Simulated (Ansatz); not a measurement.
# CH3Cl3OSi: the cost of one run

Program: Ansatz 0.2.0. Level of theory: RKS LDA/6-31G. These are calculated values, not measurements.

### Step 1. Starting point

Bond lengths: Si1–Cl2 2.130 Å, Si1–Cl3 2.130 Å, Si1–Cl4 2.128 Å, Si1–O5 1.679 Å, O5–C6 1.420 Å, C6–H7 1.110 Å, C6–H8 1.110 Å, C6–H9 1.110 Å. Angles: Cl2–Si1–Cl3 109.4°, Cl2–Si1–Cl4 109.5°, Cl2–Si1–O5 109.5°, Cl3–Si1–Cl4 109.5°, Cl3–Si1–O5 109.5°, Cl4–Si1–O5 109.5°, Si1–O5–C6 125.0°, O5–C6–H7 109.5°, O5–C6–H8 109.5°, O5–C6–H9 109.5°, H7–C6–H8 109.4°, H7–C6–H9 109.4°, H8–C6–H9 109.4°.

Structure file:

```xyz
9

Si    0.0000    0.0000    0.0000
Cl    0.0000    0.0000    2.1300
Cl    2.0086    0.0000   -0.7093
Cl   -1.0032    1.7381   -0.7093
O    -0.7913   -1.3709   -0.5594
C    -1.5365   -2.2685    0.2501
H    -1.2251   -2.1576    1.3097
H    -2.6187   -2.0400    0.1571
H    -1.3490   -3.3106   -0.0830
```

### Step 2. Preparing the start

Input file input.yaml:

```yaml
crystal:
  periodic: [false, false, false]
  atoms:
    - { symbol: Si, position_ang: [0.0, 0.0, 0.0] }
    - { symbol: Cl, position_ang: [0.0, 0.0, 2.13] }
    - { symbol: Cl, position_ang: [2.0086, 0.0, -0.7093] }
    - { symbol: Cl, position_ang: [-1.0032, 1.7381, -0.7093] }
    - { symbol: O, position_ang: [-0.7913, -1.3709, -0.5594] }
    - { symbol: C, position_ang: [-1.5365, -2.2685, 0.2501] }
    - { symbol: H, position_ang: [-1.2251, -2.1576, 1.3097] }
    - { symbol: H, position_ang: [-2.6187, -2.04, 0.1571] }
    - { symbol: H, position_ang: [-1.349, -3.3106, -0.083] }
basis:
  gaussian: { orbitals: "6-31G" }
hamiltonian:
  xc: lda
relax:
  f_tol: 0.02
  max_steps: 40
output:
  orbitals: {}
```

Started as:

```
$ ansatz run input.yaml --threads 1 --pin off --max-ram 2048MiB --backend cpu --events-out ev --progress --plain --runs-dir out
```

Q: Estimate wall time and peak memory on 1 thread of Arm Neoverse V1, shared host.

About 48 s, with a peak of 0.17 GiB.
